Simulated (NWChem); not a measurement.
# HF/STO-3G run of NaI (Sodium Iodide)

Aim: the vertical ionisation energy of NaI (Sodium Iodide) at HF/STO-3G, from 2 runs. 

Program for the calculation: NWChem 7.3.0.

4 further runs of the same task are left out: 4 set aside as unsound or not needed. Runs told in other sessions of the task aren't counted.

### Step 1. The structure to begin with

NaI has 2 atoms, charge 0, and is taken as a singlet. SMILES: `[Na][I]`. Geometry: relaxed at PBE0-D4/def2-TZVP.

Bond lengths: Na1–I2 2.715 Å.

### Step 2. Energy and forces at HF/STO-3G

File run.py:

```python
from ase import Atoms
from ase.calculators.nwchem import NWChem

system = Atoms(['Na', 'I'], positions=[
    [-0.000000, 0.000000, 0.044310],
    [0.000000, -0.000000, 2.758810],
])

calc = NWChem(
    label='mymol',
    theory='scf',
    memory='2200 mb',
    basis='STO-3G',
    basispar='spherical bse',
    scf={'nopen': '0', 'rhf': None, 'thresh': '1e-08', 'maxiter': '80'},
)
system.calc = calc

forces = system.get_forces()
print(f"energy = {system.get_potential_energy():.6f} eV")
print("forces (eV/A):")
for s, f in zip(system.symbols, forces):
    print(f"{s:2s} {f[0]:10.5f} {f[1]:10.5f} {f[2]:10.5f}")
print("dipole (e A):", system.get_dipole_moment().round(4))
```

Started as:

```
$ export ASE_NWCHEM_COMMAND="nwchem PREFIX.nwi > PREFIX.nwo"
$ python run.py
```

What it wrote:

```text
energy = -190768.814951 eV
forces (eV/A):
Na    0.00000   -0.00000    1.37230
I    -0.00000    0.00000   -1.37230
dipole (e A): [ 0.      0.     -2.2939]
```

The calculator wrote mymol.nwi:

```
title "mymol"

permanent_dir mymol

scratch_dir mymol

start mymol

geometry units angstrom nocenter noautosym noautoz
  Na -0.0000000000000000e+00 0.0000000000000000e+00 4.4310000000000002e-02
  I  0.0000000000000000e+00 -0.0000000000000000e+00 2.7588100000000000e+00
end

memory 2200 mb

basis spherical bse noprint
   * library STO-3G
end

scf
  nopen 0
  rhf
  thresh 1e-08
  maxiter 80
end

task scf gradient
```

mymol.nwo:

```text
Northwest Computational Chemistry Package (NWChem) 7.3.0
             --------------------------------------------------------

           Job information
           ---------------

    nwchem branch   = 7.3.0
    use scalapack   = T
    input           = mymol.nwi
    prefix          = mymol.
    data base       = mymol/mymol.db
    status          = startup
    nproc           =        1

           Memory information
           ------------------

    heap     =     72089598 doubles =      550.0 Mbytes
    stack    =     72089595 doubles =      550.0 Mbytes
    global   =    144179200 doubles =     1100.0 Mbytes (distinct from heap & stack)
    total    =    288358393 doubles =     2200.0 Mbytes
    verify   = yes
    hardfail = no

           Directory information
           ---------------------

  0 permanent = mymol
  0 scratch   = mymol

[... 95 lines left out ...]
 Convergence threshold     :          1.000E-08
[... 12 lines left out ...]
       Final RHF  results
[... 3 lines left out ...]
      One-electron energy =  -9904.238617620056
[... 1 line left out ...]
 Nuclear repulsion energy =    113.652730214339
[... 44 lines left out ...]
                       ROHF Final Molecular Orbital Analysis
[... 120 lines left out ...]
     1   1 0 0      0.000000      0.000000      0.000000
[... 8 lines of this table left out ...]
     2   0 0 2    -45.163971      0.000000   1440.589933

                              NWChem Gradients Module
                              -----------------------

                                       mymol

  wavefunction    =   RHF

                         RHF ENERGY GRADIENTS

    atom               coordinates                        gradient
                 x          y          z           x          y          z
   1 Na      0.000000   0.000000   0.083734   -0.000000   0.000000  -0.026687
   2 I       0.000000   0.000000   5.213395    0.000000  -0.000000   0.026687

                 ----------------------------------------
                 |  Time  |  1-e(secs)   |  2-e(secs)   |
                 ----------------------------------------
                 |  CPU   |       0.00   |       0.91   |
                 ----------------------------------------
                 |  WALL  |       0.00   |       0.91   |
                 ----------------------------------------

 Task  times  cpu:        2.8s     wall:        2.8s
 Total times  cpu:        2.9s     wall:        2.9s
```

It took 4.2 s on 1 thread of AMD EPYC 7B13 (Zen 3), shared host; peak memory 0.1 GiB.

### Step 3. The doublet cation: a single-point energy at UHF/STO-3G

File mol.nw:

```
start mol
memory total 2200 mb
charge 1
geometry units atomic noautosym nocenter noautoz
  Na   0.00000000   0.00000000   0.08373376
  I    0.00000000   0.00000000   5.21339533
end
basis spherical bse
  * library STO-3G
end
scf
  doublet
  uhf
  thresh 1e-08
  maxiter 80
end
task scf energy
```

Started as:

```
$ nwchem mol.nw > mol.out
```

What it wrote:

```text
[...]
  functions       =    36
[...]
  wavefunction    = UHF
[...]
         Total SCF energy =  -7010.486280362947
      One electron energy =  -9878.497834688957
      Two electron energy =   2754.358832398003
 Nuclear repulsion energy =    113.652721928008
                       Sz =      0.5000
                 Sz(Sz+1) =      0.7500
                      S^2 =      0.7504
[...]
```

It took 2.5 s on 1 thread of AMD EPYC 7B13 (Zen 3), shared host; peak memory 0.097 GiB.

### Step 4. Summary of results

At HF/STO-3G:

| quantity | value |
| --- | --- |
| singlet NaI: total energy | -7010.62470 Eh |
| singlet NaI: dipole moment | 11.02 D |
| singlet NaI: HOMO energy | -3.97 eV |
| singlet NaI: LUMO energy | 10.02 eV |
| singlet NaI: HOMO–LUMO gap | 13.99 eV |
| singlet NaI: largest force on an atom | 1.372 eV/Å |
| doublet cation: total energy | -7010.48628 Eh |
| doublet cation: HOMO energy (highest over α and β) | -12.91 eV |
| doublet cation: LUMO energy (lowest over α and β) | -3.61 eV |
| doublet cation: ⟨S²⟩ | 0.750 |
| vertical ionisation energy (to the doublet cation) | 3.767 eV |

In words: The vertical ionisation energy comes to 3.77 eV (363 kJ/mol). The largest force (singlet NaI) is 1.37 eV/Å: the shape isn't a stationary point for this species at this level. The negative HOMO energy of the first species, 3.97 eV, lies 0.20 eV above that difference. In a minimal basis such a difference can be off by several eV, whatever the method. Relativity is left out (singlet NaI) although the molecule holds a heavy atom. Relativity is left out (doublet cation) although the molecule holds a heavy atom.
